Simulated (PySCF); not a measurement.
# INa: the cost of one run

The runs use PySCF 2.14.0; each script names its method and basis.

4 further runs of the same task are left out: 4 that didn't finish.

### Step 1. Where the work starts

NaI: 2 atoms, charge 0, spin multiplicity 1.

Bond lengths: Na1–I2 2.683 Å.

### Step 2. The base run

File input.py:

```python
from pyscf import gto, dft

mol = gto.M(
    atom='Na 0 0 0; I 0 0 2.683',
    basis='lanl2dz',
    ecp={'Na': 'lanl2dz', 'I': 'lanl2dz'},
    charge=0,
    spin=0,
    symmetry=True,
    verbose=4,
)
mf = dft.UKS(mol, xc='lc_wpbe')
mf.kernel()
g = mf.nuc_grad_method()
g.grid_response = True
g.kernel()
mf.dip_moment()
print('orbital energies (hartree):', [e[max(0, n-3):n+3].round(4) for e, n in zip(mf.mo_energy, mol.nelec)])
```

The run is started by

```bash
$ OMP_NUM_THREADS=1 python input.py
```

**Question.** How long does this run take on 1 thread of Arm Neoverse N1, shared host, and how much memory does it need?

About 3.2 s, with a peak of 0.19 GiB.
